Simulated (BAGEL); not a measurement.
# SiBrCl3 (bromotrichlorosilane) at 6 levels

We compute a comparison of 6 runs (HF/3-21G, HF/def2-SVP, B3LYP/6-31G*, PBE0/def2-SVP, CASCI(6 orbitals)/pcseg-0) of SiBrCl3 (bromotrichlorosilane). 

Program for the calculation: BAGEL 1.2.2.

7 further runs of the same task are left out: 1 that didn't finish, 6 set aside as unsound or not needed.

### 1 The structure to begin with

SiBrCl3: 5 atoms, total charge 0, spin state singlet. As SMILES, `Cl[Si](Cl)(Cl)Br`. The shape is that of a PBE0-D4/def2-TZVP optimisation.

Bond lengths: Cl1–Si2 2.023 Å, Si2–Cl3 2.023 Å, Si2–Cl4 2.023 Å, Si2–Br5 2.188 Å. Angles: Cl1–Si2–Cl3 109.3°, Cl1–Si2–Cl4 109.3°, Cl1–Si2–Br5 109.7°, Cl3–Si2–Cl4 109.3°, Cl3–Si2–Br5 109.7°, Cl4–Si2–Br5 109.7°.

### 2 The energy at HF/3-21G (run 1)

Contents of calc.json:

```json
{ "bagel": [

{
  "title": "molecule",
  "basis": "3-21g",
  "df_basis": "qzvpp-jkfit",
  "angstrom": true,
  "geometry": [
    { "atom": "Cl", "xyz": [   -0.852900,   -0.217700,    1.821600 ] },
    { "atom": "Si", "xyz": [    0.003400,   -0.042600,   -0.003200 ] },
    { "atom": "Cl", "xyz": [    1.690500,   -1.158200,   -0.059200 ] },
    { "atom": "Cl", "xyz": [   -1.285700,   -0.709700,   -1.412800 ] },
    { "atom": "Br", "xyz": [    0.494400,    2.054400,   -0.387900 ] }
  ]
},
{ "title": "hf", "df": false },
{ "title": "print", "file": "orbitals.molden", "orbitals": true }

]}
```

Command:

```bash
$ BAGEL_NUM_THREADS=1 BAGEL calc.json > calc.out
```

Output:

```text
* using 1 threads per process

  ===============================================================
  ===============================================================

  *** Geometry ***

  { "atom" : "Cl", "xyz" : [     -1.611747,     -0.411393,      3.442325 ] },
  { "atom" : "Si", "xyz" : [      0.006425,     -0.080502,     -0.006047 ] },
  { "atom" : "Cl", "xyz" : [      3.194582,     -2.188681,     -0.111872 ] },
  { "atom" : "Cl", "xyz" : [     -2.429621,     -1.341139,     -2.669805 ] },
  { "atom" : "Br", "xyz" : [      0.934281,      3.882253,     -0.733025 ] },

  Number of auxiliary basis functions:      778

  Since a DF basis is specified, we compute 2- and 3-index integrals:
    o Being stored without compression. Storage requirement is 0.034 GB

  Number of basis functions:       74
  Number of electrons      :      100

    * METHOD: MOLECULE                             0.57

  *** RHF ***

  === Nuclear Repulsion ===
   718.5685263319

      * DIIS with orbital gradients will be used.

  === RHF iteration (3-21g) ===
      0      -4212.92130176          0.02693268           0.29
      1      -4218.66969363          0.01805126           0.28
      2      -4219.42763178          0.00489806           0.27
[... 9 lines of this table left out ...]
     12      -4219.47210248          0.00000001           0.22
    * SCF iteration converged.

    * Permanent dipole moment:
           (   -0.076169,    -0.325859,     0.059811) a.u.

    * METHOD: HF                                   3.56

    * METHOD: PRINT                                0.02

  ===============================================================
```

It took 4.5 s on 1 thread of AMD EPYC 9R45 (Zen 5), shared host.

### 3 A single-point energy at HF/def2-SVP (run 2)

Contents of calc.json:

```json
{ "bagel": [

{
  "title": "molecule",
  "basis": "svp",
  "df_basis": "qzvpp-jkfit",
  "geometry": [
    { "atom": "Cl", "xyz": [    -1.61174741,    -0.41139338,     3.44232511 ] },
    { "atom": "Si", "xyz": [     0.00642507,    -0.08050233,    -0.00604712 ] },
    { "atom": "Cl", "xyz": [     3.19458201,    -2.18868080,    -0.11187179 ] },
    { "atom": "Cl", "xyz": [    -2.42962088,    -1.34113863,    -2.66980507 ] },
    { "atom": "Br", "xyz": [     0.93428060,     3.88225335,    -0.73302476 ] }
  ]
},

{ "title": "hf", "df": "false" },

{ "title": "print", "file": "orbitals.molden", "orbitals": "true" }

]}
```

Command:

```bash
$ BAGEL_NUM_THREADS=1 BAGEL calc.json > calc.out
```

Output:

```text
* using 1 threads per process

  ===============================================================
  ===============================================================

  *** Geometry ***

  { "atom" : "Cl", "xyz" : [     -1.611747,     -0.411393,      3.442325 ] },
  { "atom" : "Si", "xyz" : [      0.006425,     -0.080502,     -0.006047 ] },
  { "atom" : "Cl", "xyz" : [      3.194582,     -2.188681,     -0.111872 ] },
  { "atom" : "Cl", "xyz" : [     -2.429621,     -1.341139,     -2.669805 ] },
  { "atom" : "Br", "xyz" : [      0.934281,      3.882253,     -0.733025 ] },

  Number of auxiliary basis functions:      778

  Since a DF basis is specified, we compute 2- and 3-index integrals:
    o Being stored without compression. Storage requirement is 0.067 GB

  Number of basis functions:      104
  Number of electrons      :      100

    * METHOD: MOLECULE                             0.52

  *** RHF ***

  === Nuclear Repulsion ===
   718.5685266422

      * DIIS with orbital gradients will be used.

  === RHF iteration (svp) ===
      0      -4231.28429713          0.02653126           1.02
      1      -4238.51222798          0.02080643           1.02
      2      -4239.16603591          0.00451430           0.96
[... 10 lines of this table left out ...]
     13      -4239.20884495          0.00000001           0.77
    * SCF iteration converged.

    * Permanent dipole moment:
           (   -0.009136,    -0.039599,     0.007286) a.u.

    * METHOD: HF                                  13.03

    * METHOD: PRINT                                0.02

  ===============================================================
```

Wall time 14 s (1 thread of AMD EPYC 9R45 (Zen 5), shared host); peak memory 0.14 GiB.

Runs 3 to 5 aren't shown in full; the table further down has their settings and results.

### 4 A single-point energy at CASCI(6 orbitals)/pcseg-0 (DKH2, density fitting with AutoAux, Cartesian functions) (run 6)

Contents of calc.json:

```json
{ "bagel" : [

{
  "title" : "molecule",
  "basis" : "pcseg-0.json",
  "df_basis" : "pcseg-0-autoaux.json",
  "angstrom" : true,
  "cartesian" : true,
  "dkh" : true,
  "finite_nucleus" : true,
  "geometry" : [
    { "atom" : "Cl", "xyz" : [   -0.852900,   -0.217700,    1.821600 ] },
    { "atom" : "Si", "xyz" : [    0.003400,   -0.042600,   -0.003200 ] },
    { "atom" : "Cl", "xyz" : [    1.690500,   -1.158200,   -0.059200 ] },
    { "atom" : "Cl", "xyz" : [   -1.285700,   -0.709700,   -1.412800 ] },
    { "atom" : "Br", "xyz" : [    0.494400,    2.054400,   -0.387900 ] }
  ]
},
{ "title" : "hf" },
{ "title" : "fci", "nstate" : 1, "ncore" : 47, "norb" : 6, "dipoles" : true }

]}
```

The basis set pcseg-0 is read from a file made from the Basis Set Exchange's data (not shown).

Command:

```bash
$ BAGEL_NUM_THREADS=1 BAGEL calc.json > calc.out
```

Output:

```text
* using 1 threads per process

  ===============================================================
  ===============================================================

  Cartesian basis functions are used
  *** Geometry ***

[... 29 lines left out ...]
    * SCF iteration converged.
[... 1 line left out ...]
    * Permanent dipole moment:
[... 21 lines left out ...]
     guess   0:   closed 111...               open ......

  === FCI iteration ===

      0  0     -4202.85614704     3.54e-03      0.00
      1  0     -4202.86161223     9.19e-04      0.00
      2  0     -4202.86188732     1.71e-04      0.00
[... 7 lines of this table left out ...]
     10  0 *   -4202.86189665     2.35e-11      0.00

     * ci vector, state   0, <S^2> = -0.0000
       222...     0.9965076676

    * Permanent dipole moment: state 0
           (   -0.061154,    -0.261673,     0.048037) a.u.

    * METHOD: FCI                                  0.23

  ===============================================================
```

Wall time 4.2 s (1 thread of AMD EPYC 9R45 (Zen 5), shared host); peak memory 0.2 GiB.

### 5 The series

```
run                                                                                level  integral approximation      task   energy (Eh)  dipole moment (D)  wall time
  1                                                                             HF/3-21G                    none    energy  -4219.472102               0.86      4.5 s
  2                                                                          HF/def2-SVP                    none    energy  -4239.208845               0.10       14 s
  3                 B3LYP/6-31G* (density fitting with qzvpp-jkfit, spherical functions)             qzvpp-jkfit    energy  -4244.134271               0.23       14 s
  4                                     PBE0/def2-SVP (density fitting with qzvpp-jkfit)             qzvpp-jkfit  gradient  -4242.742979               0.11       19 s
  5                 B3LYP/6-31G* (density fitting with qzvpp-jkfit, Cartesian functions)             qzvpp-jkfit  gradient  -4244.153967               0.24       29 s
  6  CASCI(6 orbitals)/pcseg-0 (DKH2, density fitting with AutoAux, Cartesian functions)                 AutoAux    energy  -4202.861897               0.69      4.2 s
```

### 6 What came out

```
                                                      quantity           value
                                           run 6: total energy  -4202.86190 Eh
run 6: dipole moment (of the density that the program reports)          0.69 D
```

What this shows: The dipole moment (its size) runs from 0.10 D (HF/def2-SVP) to 0.86 D (HF/3-21G). Over runs 1, 2, 3 the HOMO–LUMO gap runs from 7.51 eV (B3LYP/6-31G*) to 15.59 eV (HF/def2-SVP). The two ends differ in method and basis. Totals of different functionals can't be ranked against each other. Some runs of one species differ in core potentials or relativity; totals across that change don't compare. All runs together took 85 s, the longest 29 s.
